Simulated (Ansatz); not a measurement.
Co in Ansatz: the effect of functional

The system is Co, a slab with vacuum.

```xyz
5
Lattice="2.5190 0.0000 0.0000 -1.2595 2.1815 0.0000 0.0000 0.0000 23.1820" Properties=species:S:1:pos:R:3 pbc="T T T"
Co    0.0000    1.4543    7.5000
Co    1.2595    0.7272    9.5455
Co    0.0000    1.4543   11.5910
Co    1.2595    0.7272   13.6365
Co    0.0000    1.4543   15.6820
```

The slab is cut from a database's or a generator's crystal, which needn't be the stable form of the element.

The cell isn't the ideal one: the (0 0 1) slab of Co, cut from the database cell, not relaxed.

Alike in all runs:

* Program: Ansatz 0.2.0
* Task: relaxation of the atoms
* Potentials or basis: Ansatz PAW
* k mesh: 12 × 12 × 1
* Occupations: fermi-dirac, width 0.05 eV
* Spin: collinear spin, ferromagnetic start
* Starting moments: [2.0, 2.0, 2.0, 2.0, 2.0] μB

Each run relaxes the cell or the atoms first.

| functional | cutoff | moment (μB) | largest force (eV/Å) | work function (eV) |
| --- | --- | --- | --- | --- |
| LDA | 420 eV (not typed: the program's choice for these potentials) | 8.32 | 1.02 | 5.19 |
| PBE | 420 eV (not typed: the program's choice for these potentials) | 8.60 | 0.51 | 4.85 |
| PBEsol | 420 eV (not typed: the program's choice for these potentials) | ? | ? | ? |
| RPBE | 420 eV (not typed: the program's choice for these potentials) | 8.69 | 0.34 | 4.71 |
| revPBE | 420 eV (not typed: the program's choice for these potentials) | 8.66 | 0.39 | 4.72 |
| BLYP | 420 eV (not typed: the program's choice for these potentials) | 8.51 | 0.26 | 4.58 |
| r2SCAN | 500 eV (not typed: the program's choice for these potentials) | 8.93 | 0.61 | 4.90 |

**Question.** What does the run with functional PBEsol give?

**Answer.** Moment 8.53 μB; largest force 0.79 eV/Å; work function 4.95 eV.

Caveats: the PAW data sets come from PBE, with cores solved anew for the run's functional, which leaves a small shift of forces and pressure (some runs); the magnetic or orbital state may not be the lowest (some runs).
